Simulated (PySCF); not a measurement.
# C₅H₈ClNSi: magnetic properties

Aim: compute the magnetic properties of C₅H₈ClNSi (`[H]/N=C/C(=C\C=C)[SiH2]Cl`).

Computed with PySCF 2.14.0 and routines of our own; the level stands in each step. Atoms count from 0.

## 1. The starting structure

16 atoms, charge 0, multiplicity 1; geometry from: GFN2-xTB.

## 2. Magnetic properties: GIAO PBE0/pcSseg-1

Job settings and geometry (Å):

```
{"job": {"kind": "mag", "xc": "PBE0", "basis": "pcSseg-1", "isotopologues": 2}, "charge": 0, "multiplicity": 1}
C      2.939150    -0.968048     0.517607
C      1.922586    -0.180755     0.167722
C      0.549149    -0.599494     0.273554
C     -0.549219     0.105775    -0.068009
C     -0.540328     1.437068    -0.623295
N     -1.677012     1.934619    -0.871886
Si    -2.336836    -0.491718     0.106989
Cl    -2.247371    -2.365589     0.887521
H      2.773907    -1.963354     0.896893
H      3.963681    -0.647528     0.436081
H      2.122696     0.812564    -0.209217
H      0.407187    -1.595915     0.676355
H      0.410492     1.949535    -0.805076
H     -1.685573     2.872144    -1.265312
H     -3.077487     0.322019     1.061813
H     -2.982620    -0.612379    -1.193151
```

Method: GIAO PBE0/pcSseg-1 magnetisability, rotational g tensor and spin-rotation constants, non-relativistic, gas phase.

Command:

```sh
$ OMP_NUM_THREADS=1 python excited_run.py task.json out
```

This one command runs all jobs of the session in turn.

The log of the run:

```text
coarse grid: 14704 points
cycle   1  E = -999.0613234799  dE =  1.013e+00  |g| = 4.345e-01  |ddm| = 3.861e+00
cycle   2  E = -999.0409218619  dE =  2.040e-02  |g| = 5.517e-01  |ddm| = 1.114e+00
cycle   3  E = -999.1051952412  dE = -6.427e-02  |g| = 1.463e-01  |ddm| = 6.424e-01
cycle   4  E = -999.1100231241  dE = -4.828e-03  |g| = 3.718e-02  |ddm| = 1.666e-01
cycle   5  E = -999.1103574261  dE = -3.343e-04  |g| = 1.041e-02  |ddm| = 5.853e-02
cycle   6  E = -999.1103817086  dE = -2.428e-05  |g| = 4.281e-03  |ddm| = 1.354e-02
cycle   7  E = -999.1103861642  dE = -4.456e-06  |g| = 9.586e-04  |ddm| = 4.161e-03
final grid: 133680 points
cycle   8  E = -999.1536402070  dE = -3.440e-05  |g| = 7.222e-03  |ddm| = 3.738e-02
cycle   9  E = -999.1536389972  dE =  1.210e-06  |g| = 7.435e-03  |ddm| = 1.515e-02
cycle  10  E = -999.1536524411  dE = -1.344e-05  |g| = 1.507e-03  |ddm| = 8.343e-03
cycle  11  E = -999.1536529633  dE = -5.222e-07  |g| = 4.416e-04  |ddm| = 1.773e-03
cycle  12  E = -999.1536530146  dE = -5.137e-08  |g| = 7.491e-05  |ddm| = 5.166e-04
cycle  13  E = -999.1536530156  dE = -9.327e-10  |g| = 4.643e-05  |ddm| = 1.150e-04
cycle  14  E = -999.1536530161  dE = -5.173e-10  |g| = 1.030e-05  |ddm| = 4.859e-05
converged SCF energy = -999.1536530161

Magnetisability tensor (1e-30 J/T^2)
    -1125.27        2.20       20.35
        2.20    -1169.43     -183.90
       20.35     -183.90    -1546.81
isotropic -1280.50   principal values   -1622.38  -1125.51  -1093.61
isotropic susceptibility -77.114 1e-6 cm^3/mol

Inertial axes            a          b          c
rot. const./GHz      1.6017     0.9967     0.6189
chi total           -67.760    -65.881    -97.700
chi diamagnetic    -848.137  -1293.344  -1998.873
chi paramagnetic    780.377   1227.464   1901.173
quadrupole/D A        2.480      5.934     -8.415
g nuclear            0.5563     0.5537     0.5514
g electronic        -0.5872    -0.5747    -0.5528
g total             -0.0309    -0.0211    -0.0014

Spin-rotation constants (kHz, H = +C I.J)
atom  isotope        aa         bb         cc
  5    14N        0.277      0.326      0.024
  7   35Cl        0.117      0.093      0.041
  8     1H       -0.105      0.065     -0.075
  9     1H        0.163     -0.107     -0.072
 10     1H       -0.063      0.058     -0.071
 11     1H       -0.096      0.086     -0.076
 12     1H        0.144     -0.057     -0.062
 13     1H       -0.167      0.183     -0.080
 14     1H       -0.089     -0.078      0.010
 15     1H       -0.089     -0.078      0.010
  0    13C*       0.713      0.362      0.085
  1    13C*       0.710      0.408      0.074
  2    13C*       0.712      0.474      0.093
  3    13C*       0.710      0.411      0.095
  4    13C*       0.742      0.486      0.108
  6   29Si*      -0.934     -0.555     -0.392
* in the singly substituted isotopologue

Isotopologues: g along a, b, c
2H    at 8,9,10,11,12,1    -0.0279    -0.0191    -0.0014
13C   at 0                 -0.0306    -0.0207    -0.0014
```

Wall time 36 s (1 thread of Arm Neoverse V1, shared host); peak memory 0.84 GiB.

Key values:

```csv
quantity,value
magnetisability,-1280·10⁻³⁰ J/T²
molar susceptibility,-77.1·10⁻⁶ cm³/mol
"rotational g (a, b, c)","-0.0309, -0.0211, -0.0014"
```

## 3. Magnetic properties: GIAO B97-2/def2-SVP in chloroform

The job, as its differences from that of step 2:

```diff
@@ -1,2 +1,2 @@
-{"job": {"kind": "mag", "xc": "PBE0", "basis": "pcSseg-1", "isotopologues": 2}, "charge": 0, "multiplicity": 1}
+{"job": {"kind": "mag", "xc": "B97-2", "basis": "def2-SVP", "solvent": "chloroform"}, "charge": 0, "multiplicity": 1}
 C      2.939150    -0.968048     0.517607
```

With the program's defaults for keys left out, this is: GIAO B97-2/def2-SVP magnetisability, non-relativistic, IEF-PCM chloroform.

The log of the run:

```text
coarse grid: 14704 points
cycle   1  E = -999.1980419034  dE =  8.959e-01  |g| = 4.212e-01  |ddm| = 4.432e+00
cycle   2  E = -999.1778771213  dE =  2.016e-02  |g| = 5.253e-01  |ddm| = 1.302e+00
cycle   3  E = -999.2398180888  dE = -6.194e-02  |g| = 1.372e-01  |ddm| = 7.879e-01
cycle   4  E = -999.2443000225  dE = -4.482e-03  |g| = 2.692e-02  |ddm| = 1.761e-01
cycle   5  E = -999.2444870357  dE = -1.870e-04  |g| = 7.691e-03  |ddm| = 4.350e-02
cycle   6  E = -999.2445005874  dE = -1.355e-05  |g| = 3.062e-03  |ddm| = 1.059e-02
cycle   7  E = -999.2445030349  dE = -2.448e-06  |g| = 6.438e-04  |ddm| = 3.318e-03
final grid: 133680 points
cycle   8  E = -999.3370216345  dE = -2.713e-05  |g| = 3.072e-03  |ddm| = 4.290e-02
cycle   9  E = -999.3370213014  dE =  3.331e-07  |g| = 3.175e-03  |ddm| = 8.684e-03
cycle  10  E = -999.3370238631  dE = -2.562e-06  |g| = 8.424e-04  |ddm| = 4.682e-03
cycle  11  E = -999.3370240611  dE = -1.980e-07  |g| = 1.315e-04  |ddm| = 1.013e-03
cycle  12  E = -999.3370240646  dE = -3.554e-09  |g| = 6.736e-05  |ddm| = 2.077e-04
cycle  13  E = -999.3370240656  dE = -9.975e-10  |g| = 2.420e-05  |ddm| = 9.087e-05
converged SCF energy = -999.3370240656

Magnetisability tensor (1e-30 J/T^2)
    -1099.32        3.94       21.02
        3.94    -1162.53     -190.21
       21.02     -190.21    -1552.85
isotropic -1271.57   principal values   -1631.04  -1099.74  -1083.92
isotropic susceptibility -76.576 1e-6 cm^3/mol

Inertial axes            a          b          c
rot. const./GHz      1.6017     0.9967     0.6189
chi total           -66.228    -65.277    -98.222
chi diamagnetic    -845.090  -1290.500  -1995.641
chi paramagnetic    778.862   1225.223   1897.420
quadrupole/D A        2.471      6.268     -8.739
```

Run time: 26 s. Hardware: 1 thread of Arm Neoverse V1, shared host; peak memory 0.85 GiB.

In short:

```csv
quantity,value
magnetisability,-1272·10⁻³⁰ J/T²
molar susceptibility,-76.6·10⁻⁶ cm³/mol
```

## 4. Summary of results

| quantity | value |
| --- | --- |
| magnetisability (step 2, GIAO PBE0/pcSseg-1) | -1280·10⁻³⁰ J/T² |
| molar susceptibility (step 2, GIAO PBE0/pcSseg-1) | -77.1·10⁻⁶ cm³/mol |
| rotational g (a, b, c) (step 2, GIAO PBE0/pcSseg-1) | -0.0309, -0.0211, -0.0014 |

The values above hold for this geometry and these levels alone. Vibrational averaging and real surroundings are missing from these values.
